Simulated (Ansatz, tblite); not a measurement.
# MoO2(NH2)2 (H₄MoN₂O₂): a ladder of methods and basis sets

How do method and basis change the picture of MoO2(NH2)2 (H₄MoN₂O₂) (singlet)?

Computed with Ansatz 0.2.0, Gaussian basis. Level: as each input shows.

Plan: GFN1-xTB, GFN2-xTB, PBE-D4/def2-TZVP, r2SCAN-D4/def2-TZVP, ωB97X-V/def2-TZVP, HF/def2-TZVP, revPBE-D4/def2-TZVP, LC-ωPBE/def2-TZVP, B3LYP-D4/def2-TZVP, BHLYP-D4/def2-TZVP, PBE-QIDH/def2-TZVP, LDA/def2-TZVP, CAM-B3LYP-D4/def2-TZVP, r2SCANh-D4/def2-TZVP, HSE06-D4/def2-TZVP, B97M-V/def2-TZVP, B2PLYP/def2-TZVP, r2SCAN0-D4/def2-TZVP, BLYP-D4/def2-TZVP, ωB97M-V/def2-TZVP, PBE-D4/def2-SVP, PBE0-D4/def2-SVP, CCSD(T)/def2-TZVP, RPA/def2-TZVP.

3 further runs of the same task are left out: 3 set aside as unsound or not needed.

## (1) The structure

The singlet was relaxed beforehand with PBE0-D4/def2-SVP.

9 atoms, charge 0, spin multiplicity 1.

Bond lengths: Mo1–O2 1.681 Å, Mo1–O3 1.681 Å, Mo1–N4 1.929 Å, Mo1–N7 1.929 Å, N4–H5 1.016 Å, N4–H6 1.016 Å, N7–H8 1.016 Å, N7–H9 1.016 Å. Angles: O2–Mo1–O3 114.7°, O2–Mo1–N4 107.7°, O2–Mo1–N7 107.7°, O3–Mo1–N4 107.7°, O3–Mo1–N7 107.7°, N4–Mo1–N7 111.3°, Mo1–N4–H5 124.2°, Mo1–N4–H6 124.2°, H5–N4–H6 111.4°, Mo1–N7–H8 124.2°, Mo1–N7–H9 124.2°, H8–N7–H9 111.4°.

Formally the metal is d0. Mo takes a core potential in the def2 sets. No spin-orbit coupling is included.

PBE0-D4/def2-TZVP was run before; its log isn't repeated, and its numbers join the tables.

## (2) GFN1-xTB

Tight binding, by tblite at 300 K electronic temperature and without a spin-polarisation term:

```python
tblite.interface.Calculator('GFN1-xTB', numbers, positions, charge=0, uhf=0).singlepoint()
```

Energy -548.1444 eV, HOMO -11.49 eV, LUMO -7.34 eV; 0.005 s.

## (3) GFN2-xTB

Tight binding, by tblite at 300 K electronic temperature and without a spin-polarisation term:

```python
tblite.interface.Calculator('GFN2-xTB', numbers, positions, charge=0, uhf=0).singlepoint()
```

Energy -493.4058 eV, HOMO -11.23 eV, LUMO -6.94 eV; 0.004 s.

## (4) PBE-D4/def2-TZVP

start.molden holds the orbitals of an earlier run on this state, given as this run's starting guess.

Contents of in.yaml:

```yaml
crystal:
  periodic: [false, false, false]
  atoms:
    - {symbol: Mo, position_ang: [0.538075, 0.000745, 0.370950]}
    - {symbol: O, position_ang: [0.481739, 0.004022, 2.051472]}
    - {symbol: O, position_ang: [2.088826, -0.000472, -0.279061]}
    - {symbol: N, position_ang: [-0.358306, 1.591808, -0.250299]}
    - {symbol: H, position_ang: [-0.121511, 2.082939, -1.107327]}
    - {symbol: H, position_ang: [-1.074549, 2.085193, 0.274453]}
    - {symbol: N, position_ang: [-0.358300, -1.592796, -0.243928]}
    - {symbol: H, position_ang: [-1.074203, -2.084372, 0.282975]}
    - {symbol: H, position_ang: [-0.121771, -2.087067, -1.099225]}
basis:
  gaussian: {orbitals: def2-TZVP, initial_orbitals: start.molden}
hamiltonian: {xc: pbe, dispersion: d4}
scf: {omitted_lower_state_checks: [starts]}
output: {forces: true, orbitals: {seedname: orbitals}}
```

The run is started by

```
$ ansatz run in.yaml --threads 2 --pin off --events-out ev --progress --plain --max-ram 4352MiB
```

Further steps of the session: r2SCAN-D4/def2-TZVP; ωB97X-V/def2-TZVP; HF/def2-TZVP; revPBE-D4/def2-TZVP; LC-ωPBE/def2-TZVP; B3LYP-D4/def2-TZVP; BHLYP-D4/def2-TZVP; PBE-QIDH/def2-TZVP; LDA/def2-TZVP; CAM-B3LYP-D4/def2-TZVP; r2SCANh-D4/def2-TZVP; HSE06-D4/def2-TZVP; B97M-V/def2-TZVP; B2PLYP/def2-TZVP; r2SCAN0-D4/def2-TZVP; BLYP-D4/def2-TZVP; ωB97M-V/def2-TZVP; PBE-D4/def2-SVP; PBE0-D4/def2-SVP; CCSD(T)/def2-TZVP; RPA/def2-TZVP.

**Question.** What will the summary of the whole plan be? Wanted: gap in def2-TZVP, named functionals and Hartree-Fock, smallest and largest; correlation energy, CCSD(T)/def2-TZVP; binding an atom, CCSD(T)/def2-TZVP; PBE0 total energy, smallest basis above largest.

**Answer**, as computed:

| quantity | value |
| --- | --- |
| gap in def2-TZVP, named functionals and Hartree-Fock, smallest and largest | 3.69 eV (BLYP-D4), 12.94 eV (HF) |
| correlation energy, CCSD(T)/def2-TZVP | -39.54 eV |
| binding an atom, CCSD(T)/def2-TZVP | 3.860 eV |
| PBE0 total energy, smallest basis above largest | 9.12 eV (def2-SVP, def2-TZVP) |

Orbital gaps of the named functionals and Hartree-Fock in def2-TZVP span 3.69 eV (BLYP-D4) to 12.94 eV (HF); exact exchange widens it. The functionals in def2-TZVP miss CCSD(T)/def2-TZVP by -0.207 (BHLYP-D4) to +1.024 eV (LDA) an atom. CCSD(T)/def2-TZVP isn't at the basis-set limit; small misses against it rank nothing.
